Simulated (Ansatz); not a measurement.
# C₃H₆BN: up Jacob's ladder to CCSD(T)

An exercise on one series of results from a longer session: the logs are not shown, and one member is left open.

Method: functionals in def2-TZVPP, the program's frozen cores in correlated methods; program: Ansatz 0.2.0, Gaussian basis.

The runs, in order: LDA (SPW92), PBE-D4, revPBE-D4, BLYP-D4, r2SCAN-D4, B97M-V, PBE0-D4, B3LYP-D4, r2SCANh-D4, r2SCAN0-D4, HSE06-D4, BHLYP-D4, CAM-B3LYP-D4, LC-ωPBE, ωB97X-V, ωB97M-V, B2PLYP, PBE-QIDH; CCSD(T)/def2-SVP; CCSD(T)/def2-TZVPP; MP2/def2-QZVPP; extrapolation to the limit; RPA on PBE.

## Structure used throughout

All runs share one geometry, relaxed beforehand with PBE0-D4 in a triple-zeta def2 set.

SMILES `CNC1=CB1`, 11 atoms, charge 0, spin multiplicity 1.

Atoms are counted from 1 here; the program's logs count them from 0.

Bond lengths: C1–N2 1.441 Å, C1–H6 1.094 Å, C1–H7 1.089 Å, C1–H8 1.095 Å, N2–C3 1.327 Å, N2–H9 1.007 Å, C3–C4 1.365 Å, C3–B5 1.483 Å, C4–B5 1.450 Å, C4–H10 1.081 Å, B5–H11 1.184 Å. Angles: N2–C1–H6 111.4°, N2–C1–H7 108.2°, N2–C1–H8 111.8°, H6–C1–H7 108.4°, H6–C1–H8 108.5°, H7–C1–H8 108.4°, C1–N2–C3 123.5°, C1–N2–H9 117.7°, C3–N2–H9 118.8°, N2–C3–C4 142.0°, N2–C3–B5 156.9°, C4–C3–B5 61.0°, C3–C4–B5 63.5°, C3–C4–H10 139.3°, B5–C4–H10 157.2°, C3–B5–C4 55.5°, C3–B5–H11 151.6°, C4–B5–H11 152.9°.

As a file:

```xyz
11
C3H6BN
C    -0.9640    0.7384   -1.2414
N     0.2705    0.1552   -0.7797
C     0.4452   -0.3084    0.4516
C     1.3803   -0.8847    1.2619
B     0.0742   -0.6515    1.8458
H    -1.3458    0.2183   -2.1250
H    -1.7006    0.6492   -0.4442
H    -0.8458    1.7988   -1.4861
H     1.0458    0.1293   -1.4220
H     2.4105   -1.2088    1.2232
H    -0.7050   -0.6926    2.7365
```

Set-up of the first run:

Input file in.yaml:

```yaml
crystal:
  periodic: [false, false, false]
  atoms:
    - {symbol: C, position_ang: [-0.963990, 0.738383, -1.241439]}
    - {symbol: N, position_ang: [0.270549, 0.155157, -0.779696]}
    - {symbol: C, position_ang: [0.445250, -0.308405, 0.451635]}
    - {symbol: C, position_ang: [1.380270, -0.884709, 1.261861]}
    - {symbol: B, position_ang: [0.074160, -0.651533, 1.845787]}
    - {symbol: H, position_ang: [-1.345772, 0.218305, -2.124994]}
    - {symbol: H, position_ang: [-1.700624, 0.649244, -0.444226]}
    - {symbol: H, position_ang: [-0.845839, 1.798849, -1.486050]}
    - {symbol: H, position_ang: [1.045850, 0.129250, -1.422043]}
    - {symbol: H, position_ang: [2.410499, -1.208769, 1.223172]}
    - {symbol: H, position_ang: [-0.704955, -0.692571, 2.736492]}
basis:
  gaussian: {orbitals: def2-TZVPP}
hamiltonian: {xc: lda}
output: {orbitals: {seedname: orbitals}}
```

On the command line:

```sh
$ ansatz run in.yaml --threads 2 --pin off --events-out ev --progress --plain --max-ram 4352MiB
```

Steps of the session up to this table: LDA; PBE-D4 (GGA); revPBE-D4 (GGA); BLYP-D4 (GGA); r2SCAN-D4 (meta-GGA); B97M-V (meta-GGA); PBE0-D4 (hybrid); B3LYP-D4 (hybrid); r2SCANh-D4 (hybrid); r2SCAN0-D4 (hybrid); HSE06-D4 (hybrid); BHLYP-D4 (hybrid); CAM-B3LYP-D4 (range-separated); LC-ωPBE (range-separated); ωB97X-V (range-separated); ωB97M-V (range-separated); B2PLYP (double hybrid); PBE-QIDH (double hybrid).

One of the session's tables, all rows but one given; the rest of the session is left out.

It belongs to the step «Frontier levels by functional». 

```
  functional  HOMO (eV)  LUMO (eV)  gap (eV)
 LDA (SPW92)      -5.83      -0.55      5.28
      PBE-D4      -5.66      -0.30      5.36
   revPBE-D4          ?          ?         ?
     BLYP-D4      -5.49      -0.17      5.32
   r2SCAN-D4      -5.83       0.05      5.88
      B97M-V      -5.87       0.05      5.93
     PBE0-D4      -6.77       0.69      7.46
    B3LYP-D4      -6.53       0.45      6.99
  r2SCANh-D4      -6.26       0.40      6.66
  r2SCAN0-D4      -6.90       0.90      7.80
    HSE06-D4      -6.37       0.31      6.68
    BHLYP-D4      -7.72       1.60      9.32
CAM-B3LYP-D4      -8.02       1.74      9.75
     LC-ωPBE      -9.35       2.90     12.25
     ωB97X-V      -8.99       2.79     11.78
     ωB97M-V      -8.91       2.32     11.24
```

Estimate the missing values for revPBE-D4.

As computed: HOMO (eV): -5.60; LUMO (eV): -0.21; gap (eV): 5.39. In the column «HOMO (eV)» it lies between PBE-D4 (-5.66) and BLYP-D4 (-5.49).
